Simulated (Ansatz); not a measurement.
# C4H10Cd: a ladder of functionals and wavefunction methods

The task here is to estimate one member of a computed series from the others.

Program: Ansatz 0.2.0, Gaussian basis. Level of theory: functionals in def2-TZVPP, the program's frozen cores in correlated methods. These are calculated values, not measurements.

The runs, in order: LDA (SPW92), PBE-D4, revPBE-D4, BLYP-D4, r2SCAN-D4, B97M-V, PBE0-D4, B3LYP-D4, r2SCANh-D4, r2SCAN0-D4, HSE06-D4, BHLYP-D4, CAM-B3LYP-D4, LC-ωPBE, ωB97X-V, ωB97M-V, B2PLYP, PBE-QIDH; CCSD(T)/def2-SVP; CCSD(T)/def2-TZVPP; MP2/def2-QZVPP; extrapolation to the limit; RPA on PBE.

## The relaxed structure

An earlier PBE0-D4 in a triple-zeta def2 set relaxation fixed the geometry. Cd takes the def2 core potential; no spin-orbit term is included.

SMILES `[CH3][Cd][CH](C)C`, 15 atoms, charge 0, spin multiplicity 1.

Atoms are counted from 1 here; the program's logs count them from 0.

Bond lengths: C1–Cd2 2.119 Å, C1–H6 1.092 Å, C1–H7 1.092 Å, C1–H8 1.092 Å, Cd2–C3 2.144 Å, C3–C4 1.524 Å, C3–C5 1.524 Å, C3–H9 1.097 Å, C4–H10 1.095 Å, C4–H11 1.099 Å, C4–H12 1.094 Å, C5–H13 1.095 Å, C5–H14 1.099 Å, C5–H15 1.094 Å. Angles: Cd2–C1–H6 110.6°, Cd2–C1–H7 110.6°, Cd2–C1–H8 110.5°, H6–C1–H7 108.4°, H6–C1–H8 108.4°, H7–C1–H8 108.4°, C1–Cd2–C3 180.0°, Cd2–C3–C4 112.2°, Cd2–C3–C5 112.2°, Cd2–C3–H9 105.0°, C4–C3–C5 110.9°, C4–C3–H9 108.1°, C5–C3–H9 108.1°, C3–C4–H10 111.9°, C3–C4–H11 111.0°, C3–C4–H12 112.6°, H10–C4–H11 106.6°, H10–C4–H12 107.3° and more.

The first run:

Input file in.yaml:

```yaml
crystal:
  periodic: [false, false, false]
  atoms:
    - {symbol: C, position_ang: [-2.172094, 1.237514, 2.177692]}
    - {symbol: Cd, position_ang: [-0.927015, 0.500689, 0.629458]}
    - {symbol: C, position_ang: [0.332011, -0.244244, -0.937725]}
    - {symbol: C, position_ang: [0.571883, -1.744295, -0.819620]}
    - {symbol: C, position_ang: [1.651623, 0.512519, -1.024787]}
    - {symbol: H, position_ang: [-2.536101, 0.417557, 2.800320]}
    - {symbol: H, position_ang: [-1.622104, 1.934336, 2.813648]}
    - {symbol: H, position_ang: [-3.034428, 1.760834, 1.759262]}
    - {symbol: H, position_ang: [-0.227356, -0.060722, -1.862870]}
    - {symbol: H, position_ang: [1.105065, -2.001283, 0.101435]}
    - {symbol: H, position_ang: [1.188967, -2.111732, -1.652032]}
    - {symbol: H, position_ang: [-0.357913, -2.319817, -0.828388]}
    - {symbol: H, position_ang: [2.251086, 0.393840, -0.116365]}
    - {symbol: H, position_ang: [2.265976, 0.139565, -1.856766]}
    - {symbol: H, position_ang: [1.510409, 1.585259, -1.183261]}
basis:
  gaussian: {orbitals: def2-TZVPP}
hamiltonian: {xc: lda}
output: {orbitals: {seedname: orbitals}}
```

On the command line:

```
$ ansatz run in.yaml --threads 2 --pin off --events-out ev --progress --plain --max-ram 22528MiB --backend cuda --devices 0, --max-vram 18GiB
```

Among the steps run: LDA; PBE-D4 (GGA); revPBE-D4 (GGA); BLYP-D4 (GGA); r2SCAN-D4 (meta-GGA); B97M-V (meta-GGA); B3LYP-D4 (hybrid); r2SCANh-D4 (hybrid); r2SCAN0-D4 (hybrid); HSE06-D4 (hybrid); BHLYP-D4 (hybrid); CAM-B3LYP-D4 (range-separated); LC-ωPBE (range-separated); ωB97X-V (range-separated); ωB97M-V (range-separated); B2PLYP (double hybrid); PBE-QIDH (double hybrid).

One of the session's tables, all rows but one given; the rest of the session is left out.

It belongs to the step «Orbital energies across the functionals». 

```
  functional  HOMO (eV)  gap (eV)
 LDA (SPW92)      -5.40      4.35
      PBE-D4      -5.22      4.39
   revPBE-D4      -5.14      4.43
     BLYP-D4      -5.08      4.28
   r2SCAN-D4      -5.37      4.88
      B97M-V      -5.41      4.56
     PBE0-D4      -6.24      6.10
    B3LYP-D4      -6.06      5.64
  r2SCANh-D4      -5.76      5.49
  r2SCAN0-D4      -6.35      6.41
    HSE06-D4      -5.85      5.36
    BHLYP-D4      -7.18      7.60
CAM-B3LYP-D4          ?         ?
     LC-ωPBE      -8.79     10.48
     ωB97X-V      -8.43      9.94
     ωB97M-V      -8.34      9.47
```

Q: Estimate the row for CAM-B3LYP-D4 from the others.

As computed: HOMO (eV): -7.50; gap (eV): 8.07. In the column «HOMO (eV)» it lies between ωB97M-V (-8.34) and BHLYP-D4 (-7.18).
